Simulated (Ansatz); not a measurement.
# La (hcp type): the cost of one run

Program: Ansatz 0.2.0. Level of theory: DFT LDA, with the methods named in each step. These are calculated values, not measurements.

1 further run of the same task is left out (it didn't finish). Runs told in other sessions of the task aren't counted.

## (1) Starting point

The structure is hexagonal, space group P6_3/mmc (No. 194). The conventional cell has a = 3.588 Å, b = 3.588 Å, c = 5.813 Å, α = 90.00°, β = 90.00°, γ = 120.00°. La (site symmetry -6m2) is surrounded by 12 La at 3.57 to 3.59 Å.

As a file:

```
CELL_PARAMETERS angstrom
3.58822 0.00000 0.00000
-1.79411 3.10749 0.00000
0.00000 0.00000 5.81291
ATOMIC_POSITIONS crystal
La 0.33333 0.66667 0.25000
La 0.66667 0.33333 0.75000
```

Whether this phase is the stable one at these pressures isn't tested.

Atoms are numbered in the order of the input: La1, La2.

## (2) Cell relaxed at zero pressure, PAW

input.yaml

```yaml
crystal:
  lattice:
    - [3.5882183255, 0.0, 0.0]
    - [-1.7941091628, 3.1074882242, 0.0]
    - [0.0, 0.0, 5.8129136873]
  atoms:
    - { symbol: La, position: [0.3333333333, 0.6666666667, 0.25] }
    - { symbol: La, position: [0.6666666667, 0.3333333333, 0.75] }
kpoints:
  mp_grid: { grid: [12, 12, 7] }
scf:
  occupations: { method: fermi_dirac, width: 0.08 }
hamiltonian:
  xc: lda
  pseudopotentials: { kind: paw }
output:
  forces: true
  stress: true
relax:
  f_tol: 0.005
  max_steps: 40
  cell: {}
```

Command:

```sh
$ ansatz run input.yaml --threads 1 --pin off --max-ram 2048MiB --backend cpu --events-out ev --progress --plain --runs-dir out
```

What time and memory should one allow on 1 thread of Arm Neoverse V1, shared host?

About 16 s, with a peak of 0.35 GiB.
